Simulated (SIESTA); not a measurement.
**Ir in SIESTA: convergence with real-space mesh cutoff**

Slab: Ir, a slab with vacuum.

```
Ir
1.0
     2.71487    0.00000    0.00000
    -1.35743    2.35114    0.00000
     0.00000    0.00000   23.86671
Ir
5
Direct
  0.66667 0.33333 0.31425
  0.33333 0.66667 0.40712
  0.00000 0.00000 0.50000
  0.66667 0.33333 0.59288
  0.33333 0.66667 0.68575
```

The slab is cut from a database's or a generator's crystal, which needn't be the stable form of the element.

* Program: SIESTA 5.4.2
* Task: single point
* Functional: PBEsol
* Potentials or basis: PseudoDojo 0.4 standard (PBE files)
* Basis: DZP (energy shift 0.003 Ry; two zetas on semicore shells)
* Grid cutoff: 100 Ry
* Energy shift: 0.003 Ry
* k mesh: 8 × 8 × 1
* Occupations: fermi-dirac, width 0.05 eV
* Spin: no spin polarisation

These are the settings of the first run; the series varies real-space mesh cutoff, with any setting tied to it.

Hardware: 1 thread of Arm Neoverse V2 (shared host).

Problem. The values tried are 100 Ry, 150 Ry, 200 Ry, 300 Ry, 400 Ry, 500 Ry, 700 Ry, 900 Ry, 1200 Ry, loosest first. From which on does the largest force stay within 0.005 eV/Å of the tightest run that finished?

Solution. From 200 Ry on.

```csv
real-space mesh cutoff,"energy less the tightest run, at zero smearing (meV/atom)",largest force (eV/Å),SCF cycles,CPU time (s),peak memory (GiB)
100 Ry,-12.95,0.059,19,19,0.17
150 Ry,-5.64,0.048,18,20,0.18
200 Ry,-1.24,0.054,18,26,0.2
300 Ry,-0.44,0.052,18,35,0.23
400 Ry,-0.35,0.052,18,38,0.25
500 Ry,-0.16,0.054,18,45,0.27
700 Ry,-0.06,0.055,18,70,0.37
900 Ry,0.00,0.054,18,100,0.51
1200 Ry,0.00,0.055,18,120,0.6
```

Against the tightest run, the energy stays within 1 meV/atom from 300 Ry on. Values are those asked for, which the program may round to a finer grid. The tightest run that finished is the yardstick and may itself not be fully converged.

Caveat, for the tightest run too: the potentials were made for another functional, which shifts forces and pressure. The run has no spin-orbit coupling, so splittings on Ir are missing.
